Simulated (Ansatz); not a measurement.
# GaN2H+ (doublet): wave-function methods side by side, cc-pVDZ

The task here is to estimate one member of a computed series from the others.

The runs use Ansatz 0.2.0, Gaussian basis; cc-pVDZ, core rule «outside noble gas», up to 16 orbitals frozen.

To be run: UHF; CCSD(T) on ROHF; CCSD(T) on UHF; BCCD(T) on ROHF; CISD; CCSDT(Q) on ROHF; CCSDT(Q) on UHF.

34 further runs of the same task are left out: 4 for a known fault of the program, 11 that didn't finish, 19 set aside as unsound or not needed.

### What is computed

The geometry is a PBE0/def2-TZVP stationary point (not a proven minimum) of the parent state, kept for this charge and spin. No spin-orbit coupling is included. The filled d shell of Ga may be among the frozen orbitals whatever the setting's name suggests; the logs give the count.

4 atoms, charge 1, spin multiplicity 2.

Atoms are counted from 1 here; the program's logs count them from 0.

Bond lengths: Ga1–N2 1.931 Å, N2–N3 1.221 Å, N3–H4 1.025 Å. Angles: Ga1–N2–N3 159.6°, N2–N3–H4 120.5°.

Coordinates:

```xyz
4
GaHN2
Ga    0.0000   -0.1284    2.2160
N     0.0001    0.0271    0.2915
N     0.0000   -0.3041   -0.8838
H    -0.0001    0.4054   -1.6237
```

Set-up of the first run:

Input file in.yaml:

```yaml
crystal:
  periodic: [false, false, false]
  atoms:
    - {symbol: Ga, position_ang: [0.000012, -0.128408, 2.216041]}
    - {symbol: N, position_ang: [0.000052, 0.027110, 0.291499]}
    - {symbol: N, position_ang: [0.000009, -0.304058, -0.883846]}
    - {symbol: H, position_ang: [-0.000074, 0.405356, -1.623694]}
basis:
  gaussian: {orbitals: cc-pVDZ}
total_charge: 1
magnetization: {spin_polarized: true, initial_magnetization: 1}
hamiltonian: {xc: hf}
output: {orbitals: {seedname: orbitals}}
```

Command:

```
$ ansatz run in.yaml --threads 1 --pin off --events-out ev --progress --plain --max-ram 2393MiB
```

Steps of the session up to this table: UHF; CCSD(T) on ROHF; CCSD(T) on UHF; BCCD(T) on ROHF; CISD; CCSDT(Q) on ROHF; CCSDT(Q) on UHF.

One table of the session follows, with a row left open; its other results are not shown here.

```
   method  from RCCSDT(Q) (meV)
     ROHF              +10702.8
      UHF              +10349.3
     RMP2               +1150.9
     UMP2               +1891.9
    RCCSD                +465.6
    UCCSD                +469.7
 RCCSD(T)                 +66.1
 UCCSD(T)                 +95.3
  BCCD(T)                 +65.7
   RCCSDT                     ?
   UCCSDT                 +55.8
RCCSDT(Q)                     0
UCCSDT(Q)                  +2.9
```

Q: Estimate the row for RCCSDT from the others.

The run gave: from RCCSDT(Q) (meV): +54.1. In the column «from RCCSDT(Q) (meV)» it lies between UCCSDT(Q) (+2.9) and UCCSDT (+55.8).

Not comparable, so not listed: CISD (they don't share determinant, frozen orbitals or solution with the rows shown, or repeat one).

Caveats from the session: Restricted and unrestricted rows rest on different reference determinants; where their highest levels disagree by more than a few hundredths of an eV, they describe different states and don't form one ladder.
